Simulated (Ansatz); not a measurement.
**SiSSe: a single-point run**

The task is a single-point run on SiSSe. The structure is shown as the input types it. The cell is built on a prototype (Janus 2H monolayer) and needn't be the phase found in nature.

Program: Ansatz 0.2.0. Level of theory: density functional or hybrid calculation with the settings of its input, plane waves (as first typed). These are calculated values, not measurements.

## (1) Starting point

Symmetry: P3m1, No. 156, trigonal system. Conventional cell: a = 3.335 Å, b = 3.335 Å, c = 29.572 Å, α = 90.00°, β = 90.00°, γ = 120.00°. Si (site symmetry 3m) has 3 S at 2.40 Å and 3 Se at 2.49 Å as nearest neighbours. Around S (site symmetry 3m) lie 3 Si at 2.40 Å. Around Se (site symmetry 3m) lie 3 Si at 2.49 Å.

As a file:

```
CELL_PARAMETERS angstrom
3.33467 0.00000 0.00000
-1.66733 2.88791 0.00000
0.00000 0.00000 29.57198
ATOMIC_POSITIONS crystal
Si 0.33333 0.66667 0.30611
S 0.66667 0.33333 0.35441
Se 0.66667 0.33333 0.25250
```

## (2) The run

Contents of input.yaml:

```yaml
crystal:
  lattice:
    - [3.334669939, 0.0, 0.0]
    - [-1.6673349695, 2.8879088804, 0.0]
    - [0.0, 0.0, 29.5719780424]
  atoms:
    - { symbol: Si, position: [0.3333333333, 0.6666666667, 0.3061146318] }
    - { symbol: S, position: [0.6666666667, 0.3333333333, 0.3544136473] }
    - { symbol: Se, position: [0.6666666667, 0.3333333333, 0.2524982341] }
  periodic: [true, true, false]
kpoints:
  mp_grid: { grid: [6, 6, 1] }
hamiltonian:
  xc: pbe
scf:
  occupations: { method: fermi_dirac, width: 0.02 }
  n_extra_bands: 4
  max_iter: 97
output:
  forces: true
  stress: true
  eigenvalues: true
basis:
  ecutwfc: 120
```

Run with:

```
ansatz run input.yaml --threads 4 --pin off --max-ram 4608MiB --backend cpu --events-out ev --progress --plain --runs-dir out
```

**Question.** How will this run end, and is anything wrong with its input?

This run ends as converged, with warnings (cutoff below recommended, slab electrons at coulomb cutoff). Its log warns: «basis.ecutwfc = 120 eV is below the records' recommended 420 eV ...»

The suspect setting: basis.ecutwfc is 120. The basis cutoff is far too low: the plane waves can't represent the orbitals near the cores. The potentials' recommended cutoff is 420 eV.

Run again and compare: delete basis.ecutwfc (the default then holds).
